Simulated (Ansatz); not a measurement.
Relaxation of a periodic cell of 17 atoms, Ta16H (host Ta, host structure bcc, interstitial H), to a largest force component of 0.03 eV/Å in at most 60 steps.

All numbers below come from DFT PBE, scalar-relativistic, plane waves, PAW (Ansatz 0.2.0). Settings: cutoff 420 eV, k mesh 3x3x3, gaussian smearing 0.1 eV, no spin polarisation.

```xyz
17
Lattice="6.6200 0.0000 0.0000 0.0000 6.6200 0.0000 0.0000 0.0000 6.6200" Properties=species:S:1:pos:R:3
Ta 0.000 0.000 0.000
Ta 3.310 0.000 0.000
Ta 0.000 3.310 0.000
Ta 0.000 0.000 3.310
Ta 1.655 1.655 1.655
Ta 3.310 3.310 0.000
Ta 3.310 0.000 3.310
Ta 4.965 1.655 1.655
Ta 0.000 3.310 3.310
Ta 1.655 4.965 1.655
Ta 1.655 1.655 4.965
Ta 3.310 3.310 3.310
Ta 4.965 4.965 1.655
Ta 4.965 1.655 4.965
Ta 1.655 4.965 4.965
Ta 4.965 4.965 4.965
H 4.951 -0.008 2.539
```

Q: Where does it end, and by what steps?

A: It converged. Limits of this set-up: coarse k mesh, odd electron count without spin, a small cell, in which the defect meets its images, a typed lattice constant that wasn't relaxed here. After 4 steps the energy has fallen by 0.189 eV; Ta7 moved furthest, 0.07 Å.

```
step  energy less start (eV)  largest force component (eV/Å)  accepted
   0                  0.0000                           1.345       yes
   1                  0.0998                           0.995        no
   2                 -0.1852                           0.113       yes
   3                 -0.1882                           0.054       yes
   4                 -0.1893                           0.002       yes
```

```xyz
17
Lattice="6.6200 0.0000 0.0000 0.0000 6.6200 0.0000 0.0000 0.0000 6.6200" Properties=species:S:1:pos:R:3
Ta 0.005 -0.001 -0.008
Ta 3.303 -0.001 -0.008
Ta -0.011 3.309 -0.003
Ta 0.058 0.000 3.349
Ta 1.654 1.652 1.664
Ta 3.320 3.309 -0.003
Ta 3.250 0.000 3.349
Ta 4.964 1.713 1.623
Ta -0.003 3.310 3.308
Ta 1.654 4.967 1.664
Ta 1.654 1.644 4.975
Ta 3.312 3.310 3.308
Ta 4.964 4.906 1.623
Ta 4.964 1.661 4.980
Ta 1.654 4.975 4.975
Ta 4.964 4.958 4.980
H 4.964 0.000 2.486
```

Whether the end is a true minimum wasn't checked by a vibrational analysis.

The run took 28 s on 4 threads of AMD EPYC 9R14 (Zen 4) (shared host), peak memory 1.1 GiB.
